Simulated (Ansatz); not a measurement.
# HfC: how the settings move a single-point run

How sensitive is a single-point run of HfC to its settings? A reference run comes first, then one run with altered input.

Program: Ansatz 0.2.0. Level of theory: reference: DFT, PBEsol, PAW with Ansatz's default frozen-core files, scalar-relativistic. These are calculated values, not measurements.

**1. The system as given**

Symmetry: I4mm, No. 107, tetragonal system. The conventional cell has a = 3.288 Å, b = 3.288 Å, c = 4.650 Å, α = 90.00°, β = 90.00°, γ = 90.00°. Hf (site symmetry 4mm) is surrounded by 1 C at 1.35 Å. C (site symmetry 4mm) has 1 Hf at 1.35 Å as nearest neighbours.

Structure file:

```
Hf C
1.0
     0.00000    2.32500    2.32500
     2.32500    0.00000    2.32500
     2.32500    2.32500    0.00000
Hf C
1 1
Direct
  0.39500 0.39500 0.60500
  0.10500 0.10500 0.89500
```

**2. Baseline**

File input.yaml:

```yaml
crystal:
  lattice:
    - [0.0, 2.325, 2.325]
    - [2.325, 0.0, 2.325]
    - [2.325, 2.325, 0.0]
  atoms:
    - { symbol: Hf, position: [0.395, 0.395, 0.605] }
    - { symbol: C, position: [0.105, 0.105, -0.105] }
kpoints:
  mp_grid: { grid: [11, 11, 11] }
scf:
  occupations: { method: fermi_dirac, width: 0.05 }
hamiltonian:
  xc: pbesol
  pseudopotentials: { kind: paw }
output:
  forces: true
  stress: true
  eigenvalues: true
  efg: { contact_densities: true }
  populations: true
```

Command:

```bash
$ ansatz run input.yaml --threads 1 --pin off --max-ram 2048MiB --backend cpu --events-out ev --progress --plain --runs-dir out
```

**3. Changed: mp_grid.grid [7, 7, 7]**

Changes to input.yaml since step 2:

```diff
@@ -9,3 +9,3 @@
 kpoints:
-  mp_grid: { grid: [11, 11, 11] }
+  mp_grid: { grid: [7, 7, 7] }
 scf:
```

Q: Predict the outcome of this session. Wanted: for each run, ending; energy change; pressure; gap; force.

As calculated:

```csv
run,ending,energy change,pressure (GPa),gap (eV),force (eV/Å),cycles,time
reference,converged,0,132.8,0.00,50.58,9,13 s
"1: mp_grid.grid [7, 7, 7]",converged,+1.8 meV/atom,133.5,0.00,50.71,8,6.1 s
```

Residual by cycle in the longest SCF loop of each run; runs are numbered as in the table. The quantity is the density residual dr2, in eV.

```csv
cycle,reference,run 1
1,0.727,0.723
2,0.183,0.0606
3,0.041,0.0131
4,0.00535,0.00148
5,1.7e-4,2.2e-4
6,1.6e-5,3.2e-6
7,1.3e-6,1.1e-7
8,5.6e-8,6.9e-9
9,7.6e-9,-
```

**Reading.** Changing the k-point mesh moves the energy by +1.8 meV/atom, and the pressure goes from 132.8 to 133.5 GPa and the largest force goes from 50.58 to 50.71 eV/Å. The energy is not variational in the mesh, so the sign tells nothing. Cost: 8 SCF cycles against 9, 6.1 s against 13 s. The structure is not at rest: the sound run finds 133 GPa, so these are no properties of the relaxed crystal. 
